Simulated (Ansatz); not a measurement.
Crystal: TlBi.

```
CELL_PARAMETERS angstrom
3.99171 0.00000 0.00000
0.00000 3.99171 0.00000
0.00000 0.00000 3.99171
ATOMIC_POSITIONS crystal
Bi 0.50000 0.50000 0.50000
Tl 0.00000 0.00000 0.00000
```

The cell comes from a database or a generator and needn't be the stable form of this composition.

- Program: Ansatz 0.2.0
- Task: relaxation of cell and atoms
- Functional: RPBE
- Potentials or basis: Ansatz PAW
- Cutoff: 420 eV (not typed: the program's choice for these potentials)
- k mesh: 7 × 7 × 7
- Occupations: fermi-dirac, width 0.05 eV
- Spin: no spin polarisation

At the start: volume 31.80 Å³/atom.

How do energy, volume and symmetry change on relaxing?

It ends after 4 steps and the volume is 33.11 Å³/atom (+4.1 %); space group Pm-3m (No. 221, to 0.05 Å).

The path:
| step | energy change (eV) | largest force (eV/Å) | volume (Å³) |
| --- | --- | --- | --- |
| 1 | 0.0000 | 0.0000 | 63.60 |
| 2 | -0.0100 | 0.0000 | 65.78 |
| 3 | -0.0103 | 0.0000 | 66.22 |
| 4 | -0.0108 | 0.0000 | 66.22 |

Final structure:
```
CELL_PARAMETERS angstrom
4.04564 0.00000 0.00000
0.00000 4.04564 0.00000
0.00000 0.00000 4.04564
ATOMIC_POSITIONS crystal
Bi 0.50000 0.50000 0.50000
Tl 0.00000 0.00000 0.00000
```

Caveat: the plane-wave basis is chosen anew once the cell has moved, so the energies of steps on either side of that aren't comparable; the PAW data sets come from PBE, with cores solved anew for the run's functional, which leaves a small shift of forces and pressure.
